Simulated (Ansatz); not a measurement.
# EuAl2Ga2: the cost of one run

Method: DFT PBEsol+U, scalar-relativistic, plane waves, PAW, in Ansatz 0.2.0.

## (1) Starting point

It takes space group I4/mmm (No. 139, tetragonal). Conventional cell: a = 4.330 Å, b = 4.330 Å, c = 10.925 Å, α = 90.00°, β = 90.00°, γ = 90.00°. Eu (site symmetry 4/mmm) is surrounded by 8 Ga at 3.31 Å and 8 Al at 3.49 Å. Al (site symmetry -4m2) has 4 Ga at 2.63 Å as nearest neighbours. Ga (site symmetry 4mm) has 1 Ga at 2.49 Å and 4 Al at 2.63 Å as nearest neighbours.

Coordinates:

```cif
data_structure
_symmetry_space_group_name_H-M 'P 1'
_symmetry_Int_Tables_number 1
_cell_length_a 4.3301
_cell_length_b 4.3301
_cell_length_c 10.9253
_cell_angle_alpha 90.000
_cell_angle_beta 90.000
_cell_angle_gamma 90.000
_cell_volume 204.85
loop_
_atom_site_label
_atom_site_type_symbol
_atom_site_fract_x
_atom_site_fract_y
_atom_site_fract_z
_atom_site_occupancy
Eu1 Eu 0.00000 0.00000 0.00000 1
Eu2 Eu 0.50000 0.50000 0.50000 1
Al1 Al 0.00000 0.50000 0.25000 1
Al2 Al 0.50000 0.00000 0.25000 1
Al3 Al 0.50000 0.00000 0.75000 1
Al4 Al 0.00000 0.50000 0.75000 1
Ga1 Ga 0.00000 0.00000 0.38600 1
Ga2 Ga 0.00000 0.00000 0.61400 1
Ga3 Ga 0.50000 0.50000 0.88600 1
Ga4 Ga 0.50000 0.50000 0.11400 1
```

## (2) Relaxing the atoms: EuAl2Ga2, moments ++

Input file input.yaml:

```yaml
crystal:
  lattice:
    - [4.3301, 0.0, 0.0]
    - [0.0, 4.3301, 0.0]
    - [0.0, 0.0, 10.9253]
  atoms:
    - { symbol: Eu, position: [0.0, 0.0, 0.0], spin: 7.0 }
    - { symbol: Eu, position: [0.5, 0.5, 0.5], spin: 7.0 }
    - { symbol: Al, position: [0.0, 0.5, 0.25] }
    - { symbol: Al, position: [0.5, 0.0, 0.25] }
    - { symbol: Al, position: [0.5, 0.0, 0.75] }
    - { symbol: Al, position: [0.0, 0.5, 0.75] }
    - { symbol: Ga, position: [0.0, 0.0, 0.386] }
    - { symbol: Ga, position: [0.0, 0.0, 0.614] }
    - { symbol: Ga, position: [0.5, 0.5, 0.886] }
    - { symbol: Ga, position: [0.5, 0.5, 0.114] }
magnetization:
  spin_polarized: true
scf:
  occupations: { method: gaussian, width: 0.05 }
output:
  forces: true
  stress: true
  eigenvalues: true
  populations: true
  write_density: true
  write_potential: true
  elf: true
  volumetric_format: npy
hamiltonian:
  xc: pbesol
  hubbard: [{ species: Eu, l: f, u_eff: 4 }]
relax:
  f_tol: 0.005
  max_steps: 60
kpoints:
  mp_grid: { grid: [16, 16, 6] }
```

Launch:

```
$ ansatz run input.yaml --threads 8 --pin off --max-ram 32768MiB --backend cpu --events-out ev --progress --plain --runs-dir out
```

**Question.** How long does this run take on 8 threads of Intel Xeon 6975P-C (Granite Rapids), shared host, and how much memory does it need?

About 1.9 min, with a peak of 4.7 GiB.
